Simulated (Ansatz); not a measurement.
**GeH₂Br (quartet): the correlation ladder at a displaced geometry (v1), cc-pVDZ**

An exercise on one series of results from a longer session: the logs are not shown, and one member is left open.

Program: Ansatz 0.2.0, Gaussian basis. Level of theory: cc-pVDZ, core rule «outside noble gas», up to 28 orbitals frozen. These are calculated values, not measurements.

The runs, in order: UHF; CCSD(T) on ROHF; CCSD(T) on UHF; BCCD(T) on ROHF; CISD; CCSDT(Q) on ROHF; CCSDT(Q) on UHF; CASSCF and MRCISD+Q, 13 electrons in 10 orbitals; CASSCF and NEVPT2, 13 electrons in 10 orbitals.

26 further runs of the same task are left out: 13 that didn't finish, 13 set aside as unsound or not needed.

### What is computed

The geometry is a PBE0/def2-TZVP stationary point (not a proven minimum) with its atoms shifted at random (size 0.040 Å). No spin-orbit coupling is included. The filled d shell of Ge, Br may be among the frozen orbitals whatever the setting's name suggests; the logs give the count.

4 atoms, charge 0, spin multiplicity 4.

Atoms are counted from 1 here; the program's logs count them from 0.

Bond lengths: Ge1–Br2 2.802 Å, Ge1–H3 1.508 Å, Ge1–H4 1.678 Å. Angles: Br2–Ge1–H3 155.7°, Br2–Ge1–H4 43.9°, H3–Ge1–H4 111.9°.

Set-up of the first run:

Input file in.yaml:

```yaml
crystal:
  periodic: [false, false, false]
  atoms:
    - {symbol: Ge, position_ang: [0.002335, 0.459267, 0.649769]}
    - {symbol: Br, position_ang: [0.001503, 0.399616, -2.151526]}
    - {symbol: H, position_ang: [0.049481, -0.131324, 2.036676]}
    - {symbol: H, position_ang: [-0.053319, -0.727559, -0.534918]}
basis:
  gaussian: {orbitals: cc-pVDZ}
magnetization: {spin_polarized: true, initial_magnetization: 3}
hamiltonian: {xc: hf}
output: {orbitals: {seedname: orbitals}}
```

Run with:

```
$ ansatz run in.yaml --threads 1 --pin off --events-out ev --progress --plain --max-ram 2393MiB
```

Among the steps run: UHF; CCSD(T) on ROHF; CCSD(T) on UHF; BCCD(T) on ROHF; CISD; CCSDT(Q) on ROHF; CCSDT(Q) on UHF; CASSCF and MRCISD+Q, 13 electrons in 10 orbitals; CASSCF and NEVPT2, 13 electrons in 10 orbitals.

One table of the session follows, with a row left open; its other results are not shown here.

```
          method  from UCCSDT(Q) (kcal/mol)
            ROHF                    +142.07
             UHF                    +137.77
            RMP2                     +23.83
            UMP2                     +24.16
            CISD                          ?
           RCCSD                      +4.39
           UCCSD                      +3.98
        RCCSD(T)                      +1.24
        UCCSD(T)                      +0.94
         BCCD(T)                      +1.22
          RCCSDT                      +0.56
          UCCSDT                      +0.25
       RCCSDT(Q)                      +0.31
       UCCSDT(Q)                          0
  CASSCF valence                    +118.72
  NEVPT2 valence                     +28.46
  MRCISD valence                     +10.51
MRCISD+Q valence                      +1.31
```

Q: Estimate the row for CISD from the others.

**Answer.** from UCCSDT(Q) (kcal/mol): +14.65. In the column «from UCCSDT(Q) (kcal/mol)» it lies between MRCISD valence (+10.51) and RMP2 (+23.83).

Limits of these values: Restricted and unrestricted rows rest on different reference determinants; where their highest levels disagree by more than a few hundredths of an eV, they describe different states and don't form one ladder.
